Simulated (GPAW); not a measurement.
**CH4AlNSi (SMILES [SiH3][C]1=[N][AlH]1): LDA (PW92)/sz(dzp) (scalar-relativistic datasets)**

Aim: ionisation energies of CH4AlNSi. Input form: an ASE script.

The calculation is run with GPAW 26.7.0.

3 further runs of the same task are left out: 1 that didn't finish, 2 set aside as unsound or not needed.

## (1) The system as given

CH4AlNSi: 8 atoms, total charge 0, spin state singlet. As SMILES, `[SiH3][C]1=[N][AlH]1`. The shape comes from GFN2-xTB, which is rough for such elements, and wasn't checked as a minimum.

Bond lengths: Si1–C2 1.853 Å, C2–N3 1.188 Å, N3–Al4 1.962 Å, Si1–H5 1.461 Å, Si1–H6 1.460 Å, Si1–H7 1.470 Å, Al4–H8 1.644 Å. Angles: Si1–C2–N3 168.1°, C2–N3–Al4 97.7°, C2–Si1–H5 106.4°, C2–Si1–H6 107.2°, C2–Si1–H7 107.8°, N3–Al4–H8 91.5°, H5–Si1–H6 114.1°, H5–Si1–H7 110.6°, H6–Si1–H7 110.4°.

## (2) Ionisation energies at LDA (PW92)/sz(dzp) (scalar-relativistic datasets)

CH4AlNSi.xyz

```xyz
8

Si    -0.254500     1.141500    -0.447490
C      0.685070    -0.238560     0.355610
N      1.465360    -0.954640     0.893880
Al     0.359210    -2.575350     0.923980
H     -0.483300     0.735000    -1.831890
H     -1.477240     1.339940     0.325980
H      0.584940     2.347310    -0.395220
H     -0.879550    -1.795200     0.175140
```

CH4AlNSi_ipea.py

```python
from ase.io import read
from gpaw import GPAW

# Set up the molecule
system = read('CH4AlNSi.xyz')
system.center(vacuum=4.5)

energies = {}
for name, charge, unpaired in [('neutral', 0, 0), ('oxidised', 1, 1)]:
    system.set_initial_magnetic_moments([unpaired / len(system)] * len(system))
    calculator = GPAW(mode='lcao',
                      basis='sz(dzp)',
                      h=0.25,
                      xc='LDA',
                      charge=charge,
                      occupations={'name': 'fermi-dirac', 'width': 0.0, 'fixmagmom': unpaired > 0},
                      maxiter=100,
                      symmetry='off',
                      txt='-')
    system.calc = calculator
    energies[name] = system.get_potential_energy()
    print(f'{name:10} {energies[name]:12.5f} eV')

ip = energies['oxidised'] - energies['neutral']
print(f'Vertical IP = {ip:.3f} eV')
```

Launch:

```bash
$ python3 CH4AlNSi_ipea.py
```

**Question.** What will come out? Wanted: first ionisation energy.

Answer, from the run:

At LDA (PW92)/sz(dzp) (scalar-relativistic datasets):

| quantity | value |
| --- | --- |
| first ionisation energy | 8.31 eV |
